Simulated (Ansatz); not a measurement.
# Cl2FH3OSi2: one species, many methods

One table from this session's results is given with a row withheld; the runs are named, their logs left out.

The runs use Ansatz 0.2.0, Gaussian basis; functionals in def2-TZVPP, the program's frozen cores in correlated methods.

Levels to be run: LDA (SPW92), PBE-D4, revPBE-D4, BLYP-D4, r2SCAN-D4, B97M-V, PBE0-D4, B3LYP-D4, r2SCANh-D4, r2SCAN0-D4, HSE06-D4, BHLYP-D4, CAM-B3LYP-D4, LC-ωPBE, ωB97X-V, ωB97M-V, B2PLYP, PBE-QIDH; CCSD(T)/def2-SVP; CCSD(T)/def2-TZVPP; MP2/def2-QZVPP; extrapolation to the limit; RPA on PBE.

## The relaxed structure

The geometry comes from an earlier relaxation with PBE0-D4 in a triple-zeta def2 set; it is a stationary point, not always the lowest conformer.

SMILES `O[SiH2][Si](F)(Cl)Cl`, 9 atoms, charge 0, spin multiplicity 1.

Atoms are counted from 1 here; the program's logs count them from 0.

Bond lengths: O1–Si2 1.645 Å, O1–H7 0.958 Å, Si2–Si3 2.336 Å, Si2–H8 1.489 Å, Si2–H9 1.488 Å, Si3–F4 1.588 Å, Si3–Cl5 2.042 Å, Si3–Cl6 2.036 Å. Angles: Si2–O1–H7 118.9°, O1–Si2–Si3 106.4°, O1–Si2–H8 112.5°, O1–Si2–H9 112.7°, Si3–Si2–H8 108.8°, Si3–Si2–H9 108.0°, H8–Si2–H9 108.3°, Si2–Si3–F4 112.3°, Si2–Si3–Cl5 108.6°, Si2–Si3–Cl6 112.4°, F4–Si3–Cl5 107.1°, F4–Si3–Cl6 107.2°, Cl5–Si3–Cl6 109.1°.

Coordinates:

```xyz
9

O     1.3132   -0.9184    1.1931
Si    0.2084   -0.9545   -0.0247
Si   -0.4811    1.2528   -0.3559
F     0.7068    2.1898   -0.8387
Cl   -1.9007    1.2789   -1.8228
Cl   -1.2552    2.0857    1.3330
H     1.7118   -1.7406    1.4814
H     0.7786   -1.4755   -1.2975
H    -0.9931   -1.7644    0.3151
```

The first run:

in.yaml

```yaml
crystal:
  periodic: [false, false, false]
  atoms:
    - {symbol: O, position_ang: [1.313197, -0.918391, 1.193055]}
    - {symbol: Si, position_ang: [0.208358, -0.954534, -0.024744]}
    - {symbol: Si, position_ang: [-0.481128, 1.252807, -0.355867]}
    - {symbol: F, position_ang: [0.706763, 2.189786, -0.838661]}
    - {symbol: Cl, position_ang: [-1.900727, 1.278890, -1.822797]}
    - {symbol: Cl, position_ang: [-1.255216, 2.085740, 1.333006]}
    - {symbol: H, position_ang: [1.711810, -1.740602, 1.481401]}
    - {symbol: H, position_ang: [0.778629, -1.475474, -1.297540]}
    - {symbol: H, position_ang: [-0.993087, -1.764422, 0.315149]}
basis:
  gaussian: {orbitals: def2-TZVPP}
hamiltonian: {xc: lda}
output: {orbitals: {seedname: orbitals}}
```

Steps of the session up to this table: LDA; PBE-D4 (GGA); revPBE-D4 (GGA); BLYP-D4 (GGA); r2SCAN-D4 (meta-GGA); B97M-V (meta-GGA); PBE0-D4 (hybrid); B3LYP-D4 (hybrid); r2SCANh-D4 (hybrid); r2SCAN0-D4 (hybrid); HSE06-D4 (hybrid); BHLYP-D4 (hybrid); CAM-B3LYP-D4 (range-separated); LC-ωPBE-D4 (range-separated; the results give it without D4); ωB97X-V (range-separated); ωB97M-V (range-separated); B2PLYP (double hybrid); PBE-QIDH (double hybrid).

One of the session's tables, all rows but one given; the rest of the session is left out.

It belongs to the step «Orbital energies across the functionals». 

| functional | HOMO (eV) | gap (eV) |
| --- | --- | --- |
| LDA (SPW92) | -7.42 | 5.37 |
| PBE-D4 | -7.31 | 5.52 |
| revPBE-D4 | -7.26 | 5.59 |
| BLYP-D4 | -7.19 | 5.56 |
| r2SCAN-D4 | -7.62 | 6.14 |
| B97M-V | -7.70 | 6.05 |
| PBE0-D4 | -8.56 | 7.61 |
| B3LYP-D4 | ? | ? |
| r2SCANh-D4 | -8.07 | 6.89 |
| r2SCAN0-D4 | -8.76 | 8.00 |
| HSE06-D4 | -8.17 | 6.84 |
| BHLYP-D4 | -9.72 | 9.67 |
| CAM-B3LYP-D4 | -9.88 | 9.95 |
| LC-ωPBE | -11.17 | 12.41 |
| ωB97X-V | -10.85 | 11.95 |
| ωB97M-V | -10.60 | 11.39 |

Estimate the missing values for B3LYP-D4.

Worked estimate for «HOMO (eV)». Against the share of exact exchange, BLYP-D4 (0, -7.19), BHLYP-D4 (0.5, -9.72) give a slope of -5.06 per unit share; at 0.2 the line stands at -8.20.

**Answer.** HOMO (eV): -8.36; gap (eV): 7.22. In «HOMO (eV)» the line misses by +0.16.
